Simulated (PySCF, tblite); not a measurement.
# C5H10BrFSi2: geometry, infrared bands and NMR shifts

Wanted: the infrared bands and NMR shifts of C5H10BrFSi2 (`C=C[Si@@H]1C[C@@H](F)C[Si@@H]1Br`), by calculation.

Computed with tblite 0.8.0 and PySCF 2.14.0, with density-fitted response routines of our own, on a single molecule in the gas phase. Atoms count from 0, in the outputs and in this text.

### 1 Starting geometry

19 atoms, charge 0, multiplicity 1; geometry from: force field or distance geometry start.

Bonds of the start (Å): C0–C1 1.33, C1–Si2 1.83, Si2–C3 1.88, C3–C4 1.50, C4–F5 1.38, C4–C6 1.53, C6–Si7 1.89, Si7–Br8 2.20, Si7–Si2 2.26, C0–H9 1.07, C0–H10 1.10, C1–H11 1.08, Si2–H12 1.44, C3–H13 1.09, C3–H14 1.13, C4–H15 1.10, C6–H16 1.09, C6–H17 1.08, Si7–H18 1.47.

### 2 Optimising the geometry with GFN2-xTB

Job settings and geometry (Å):

```
{"job": {"kind": "relax", "xc": "GFN2-xTB", "basis": "xTB"}, "charge": 0, "multiplicity": 1}
C      2.881700    -0.020700    -0.216300
C      2.025600     0.787900     0.403200
Si     0.485200     0.057400     1.063400
C     -0.056300    -1.307200    -0.103600
C     -1.489200    -1.045500    -0.465000
F     -2.270500    -1.062700     0.668500
C     -1.599100     0.366300    -1.033300
Si    -1.307400     1.331700     0.561200
Br    -0.800300     3.447200     0.247900
H      3.812000     0.285700    -0.634700
H      2.589900    -1.073500    -0.315500
H      2.228100     1.833600     0.554400
H      0.512000    -0.318100     2.455700
H      0.615900    -1.424700    -0.957400
H     -0.106500    -2.234600     0.547800
H     -1.882200    -1.790100    -1.179800
H     -0.727000     0.524600    -1.666200
H     -2.560400     0.571800    -1.488000
H     -2.361400     1.080100     1.550200
```

Launch:

```sh
$ OMP_NUM_THREADS=1 python probes_run.py task.json out
```

The driver reads the jobs from task.json and runs them one after another.

**Question.** This job is followed by: GFN2-xTB harmonic vibrations, gas phase; GIAO PBE0/pcSseg-1 NMR shielding, non-relativistic, gas phase. What will the session give for the following? strongest single infrared mode (GFN2-xTB); zero-point energy (GFN2-xTB); 13C shifts against TMS (PBE0/pcSseg-1); 1H shifts against TMS (PBE0/pcSseg-1); 29Si shifts against TMS (PBE0/pcSseg-1); 19F shifts against CFCl3 (PBE0/pcSseg-1); 79Br shifts against HBr (PBE0/pcSseg-1); surface potential, 1st and 99th percentile.

As calculated:

| quantity | value |
| --- | --- |
| strongest single infrared mode (GFN2-xTB) | 544 cm⁻¹, 338 km/mol |
| zero-point energy (GFN2-xTB) | 84.4 kcal/mol |
| 13C shifts against TMS (PBE0/pcSseg-1) | 143.8, 137.8, 96.3, 33.6, 21.6 ppm |
| 1H shifts against TMS (PBE0/pcSseg-1) | 6.57, 6.55, 6.15, 5.76, 5.75, 4.66, 2.46, 2.00, 1.06, 1.00 ppm |
| 29Si shifts against TMS (PBE0/pcSseg-1) | 7.4, -46.0 ppm |
| 19F shifts against CFCl3 (PBE0/pcSseg-1) | -181.1 ppm |
| 79Br shifts against HBr (PBE0/pcSseg-1) | -157 ppm |
| surface potential, 1st and 99th percentile | -0.90 V and 1.07 V |

What this shows: The optimisation took 101 steps and gained 0.785 eV; among the close pairs (by a distance rule), Si2–Si7 changed most, from 2.256 to 2.326 Å. All 51 modes are real, so the xTB geometry is a minimum. The strongest single mode, at 544 cm⁻¹, moves mainly H18 and H12. GFN2-xTB is a fitted tight-binding method: band positions and strengths are rough. Its intensities can rank the bands wrongly. C0 (terminal =CH2 carbon) lies farthest downfield among carbon, at 143.8 ppm; the olefinic region. By nearest atom (PBE0/pcSseg-1), the HOMO sits on Br8 31 %; Si2, Si7 about 16 % each and the LUMO on C0, C1 about 18 % each; Si7 14 %. Spin-orbit coupling is left out, which matters for shieldings and couplings at and beside the heavy atoms.
